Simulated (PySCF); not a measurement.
**[Eu(NH3)8]3+: other functionals and bases at one geometry**

Aim: see how levels, charges and forces of [Eu(NH3)8]3+ depend on the level of theory. The species was built from a template and needn't be a known compound.

The runs use PySCF 2.14.0; several levels, as the steps say, no spin–orbit coupling.

1 further run of the same task is left out (for a known fault of the program). Runs told in other sessions of the task aren't counted.

## Step 1: The starting structure

33 atoms, charge 3, spin multiplicity 1.

Bond lengths: Eu1–N2 2.666 Å, Eu1–N6 2.666 Å, Eu1–N10 2.666 Å, Eu1–N14 2.666 Å, Eu1–N18 2.666 Å, Eu1–N22 2.666 Å, Eu1–N26 2.666 Å, Eu1–N30 2.666 Å, N2–H3 1.037 Å, N2–H4 1.036 Å, N2–H5 1.036 Å, N6–H7 1.037 Å, N6–H8 1.036 Å, N6–H9 1.036 Å, N10–H11 1.037 Å, N10–H12 1.036 Å, N10–H13 1.036 Å, N14–H15 1.037 Å and more. Angles: N2–Eu1–N6 72.2°, N2–Eu1–N10 112.9°, N2–Eu1–N14 72.2°, N2–Eu1–N18 79.2°, N2–Eu1–N22 142.6°, N2–Eu1–N26 143.0°, N2–Eu1–N30 79.5°, N6–Eu1–N10 72.2°, N6–Eu1–N14 112.9°, N6–Eu1–N18 79.5°, N6–Eu1–N22 79.2°, N6–Eu1–N26 142.6°, N6–Eu1–N30 143.0°, N10–Eu1–N14 72.2°, N10–Eu1–N18 143.0°, N10–Eu1–N22 79.5°, N10–Eu1–N26 79.2°, N10–Eu1–N30 142.6° and more.

As a file:

```
atom     x (Å)     y (Å)     z (Å)
 Eu1   0.00000   0.00000   0.00052
  N2   2.22006   0.06108   1.47462
  H3   2.06513  -0.00234   2.49760
  H4   2.89670  -0.70306   1.29810
  H5   2.80240   0.91277   1.38315
  N6  -0.06108   2.22006   1.47462
  H7   0.00234   2.06513   2.49760
  H8   0.70306   2.89670   1.29810
  H9  -0.91277   2.80240   1.38315
 N10  -2.22006  -0.06108   1.47462
 H11  -2.06513   0.00234   2.49760
 H12  -2.89670   0.70306   1.29810
 H13  -2.80240  -0.91277   1.38315
 N14   0.06108  -2.22006   1.47462
 H15  -0.00234  -2.06513   2.49760
 H16  -0.70306  -2.89670   1.29810
 H17   0.91277  -2.80240   1.38315
 N18   1.53368   1.60641  -1.47427
 H19   2.55209   1.54404  -1.29535
 H20   1.47101   1.44823  -2.49682
 H21   1.34412   2.62087  -1.38716
 N22  -1.60641   1.53368  -1.47427
 H23  -1.54404   2.55209  -1.29535
 H24  -1.44823   1.47101  -2.49682
 H25  -2.62087   1.34412  -1.38716
 N26  -1.53368  -1.60641  -1.47427
 H27  -2.55209  -1.54404  -1.29535
 H28  -1.47101  -1.44823  -2.49682
 H29  -1.34412  -2.62087  -1.38716
 N30   1.60641  -1.53368  -1.47427
 H31   1.54404  -2.55209  -1.29535
 H32   1.44823  -1.47101  -2.49682
 H33   2.62087  -1.34412  -1.38716
```

Formal oxidation states: Eu +3. Each metal's 6 4f electrons lie in its core potential, so multiplicities, spins and levels count the valence alone. An earlier session relaxed this geometry at BP86, Eu lcecp-1-SVP with ECP52, N def2-SVP, H def2-SVP (singlet, point group S8).

At BP86 on the finer grid: E = -486.858236 Eh, HOMO -18.46 eV, LUMO -11.99 eV, Mulliken charge on Eu1 +0.50 e, largest force component 0.005 eV/Å. 

Levels to run: M06-L; revPBE; PBE0; BLYP; BP86, TZVP. Hardware: 8 threads of Arm Neoverse V1, shared host.

## Step 2: M06-L

File run.py (the lines that set the calculation):

```python
mol = gto.M(atom='''
Eu     0.00000     0.00000     0.00052
N      2.22006     0.06108     1.47462
H      2.06513    -0.00234     2.49760
H      2.89670    -0.70306     1.29810
H      2.80240     0.91277     1.38315
N     -0.06108     2.22006     1.47462
H      0.00234     2.06513     2.49760
H      0.70306     2.89670     1.29810
H     -0.91277     2.80240     1.38315
N     -2.22006    -0.06108     1.47462
H     -2.06513     0.00234     2.49760
H     -2.89670     0.70306     1.29810
H     -2.80240    -0.91277     1.38315
N      0.06108    -2.22006     1.47462
H     -0.00234    -2.06513     2.49760
H     -0.70306    -2.89670     1.29810
H      0.91277    -2.80240     1.38315
N      1.53368     1.60641    -1.47427
H      2.55209     1.54404    -1.29535
H      1.47101     1.44823    -2.49682
H      1.34412     2.62087    -1.38716
N     -1.60641     1.53368    -1.47427
H     -1.54404     2.55209    -1.29535
H     -1.44823     1.47101    -2.49682
H     -2.62087     1.34412    -1.38716
N     -1.53368    -1.60641    -1.47427
H     -2.55209    -1.54404    -1.29535
H     -1.47101    -1.44823    -2.49682
H     -1.34412    -2.62087    -1.38716
N      1.60641    -1.53368    -1.47427
H      1.54404    -2.55209    -1.29535
H      1.44823    -1.47101    -2.49682
H      2.62087    -1.34412    -1.38716''',
    basis={'Eu': 'lcecp-1-SVP', 'N': 'def2-SVP', 'H': 'def2-SVP'},
    ecp={'Eu': 'lcecp-1-SVP'},
    charge=3, spin=0)
mf = dft.RKS(mol, xc='M06L')
mf.grids.atom_grid = (75, 302)  # f atoms: unpruned, at least (60, 302)
mf = mf.density_fit()  # fitting sets: Eu AutoAux, N def2-universal-JKFIT, H def2-universal-JKFIT
mf.conv_tol = 1e-08; mf.max_cycle = 55
mf.kernel(dm0)  # dm0: the density of the relaxed state
```

On the command line:

```sh
OMP_NUM_THREADS=8 python run.py
```

## Step 3: revPBE

run.py (the lines that set the calculation), as its differences from that of step 2:

```diff
@@ -37,3 +37,3 @@
     charge=3, spin=0)
-mf = dft.RKS(mol, xc='M06L')
+mf = dft.RKS(mol, xc='PBE_R,PBE')
 mf.grids.atom_grid = (75, 302)  # f atoms: unpruned, at least (60, 302)
```

## Step 4: PBE0

run.py (the lines that set the calculation), as its differences from that of step 3:

```diff
@@ -37,3 +37,3 @@
     charge=3, spin=0)
-mf = dft.RKS(mol, xc='PBE_R,PBE')
+mf = dft.RKS(mol, xc='PBE0')
 mf.grids.atom_grid = (75, 302)  # f atoms: unpruned, at least (60, 302)
```

## Step 5: BLYP

run.py (the lines that set the calculation), as its differences from that of step 4:

```diff
@@ -37,3 +37,3 @@
     charge=3, spin=0)
-mf = dft.RKS(mol, xc='PBE0')
+mf = dft.RKS(mol, xc='BLYP')
 mf.grids.atom_grid = (75, 302)  # f atoms: unpruned, at least (60, 302)
```

## Step 6: BP86, TZVP

Basis: Eu lcecp-1-TZVP with ECP52, N def2-TZVP, H def2-TZVP. 

run.py (the lines that set the calculation), as its differences from that of step 5:

```diff
@@ -34,6 +34,6 @@
 H      2.62087    -1.34412    -1.38716''',
-    basis={'Eu': 'lcecp-1-SVP', 'N': 'def2-SVP', 'H': 'def2-SVP'},
-    ecp={'Eu': 'lcecp-1-SVP'},
+    basis={'Eu': 'lcecp-1-TZVP', 'N': 'def2-TZVP', 'H': 'def2-TZVP'},
+    ecp={'Eu': 'lcecp-1-TZVP'},
     charge=3, spin=0)
-mf = dft.RKS(mol, xc='BLYP')
+mf = dft.RKS(mol, xc='B88,P86')
 mf.grids.atom_grid = (75, 302)  # f atoms: unpruned, at least (60, 302)
@@ -41,2 +41,2 @@
 mf.conv_tol = 1e-08; mf.max_cycle = 55
-mf.kernel(dm0)  # dm0: the density of the relaxed state
+mf.kernel(dm0)  # dm0: free metal ions and neutral atoms
```

Before running it: what results should come out? Wanted: for each run, HOMO; gap; charge on Eu1; dipole; largest force component.

As calculated:

| level | state | HOMO (eV) | gap (eV) | charge on Eu1 (e) | dipole (D) | largest force component (eV/Å) | basis functions | time |
| --- | --- | --- | --- | --- | --- | --- | --- | --- |
| BP86 (relaxed here) | singlet | -18.46 | 6.48 | 0.50 | 0.00 | 0.01 | 265 | 25 s |
| M06-L | singlet | -18.82 | 7.15 | 1.01 | 0.05 | 0.44 | 265 | 52 s |
| revPBE | singlet | -18.36 | 6.58 | 0.63 | 0.00 | 0.11 | 265 | 23 s |
| PBE0 | singlet | -19.97 | 8.99 | 0.81 | 0.01 | 0.42 | 265 | 33 s |
| BLYP | singlet | -18.26 | 6.47 | 0.48 | 0.00 | 0.08 | 265 | 24 s |
| BP86, TZVP | singlet | -18.58 | 6.45 | 1.66 | 0.00 | 0.34 | 439 | 98 s |

Times are on 8 threads of Arm Neoverse V1, shared host; the first row also made further properties. The dipole of a charged species depends on the origin, so these sizes hold for this origin alone.

In one basis the HOMO–LUMO gap runs from 6.47 eV (BLYP) to 8.99 eV (PBE0). The largest leftover force, 0.44 eV/Å with M06-L, stands at a geometry relaxed at another level. The Mulliken charge on Eu spans +0.48 to +1.66 e over the levels. With 4f in the core, its levels are missing from HOMO and gap, and its count is fixed, so no charge can pass from the ligands into it. Total energies of different levels can't be compared. Spin–orbit coupling is left out throughout.
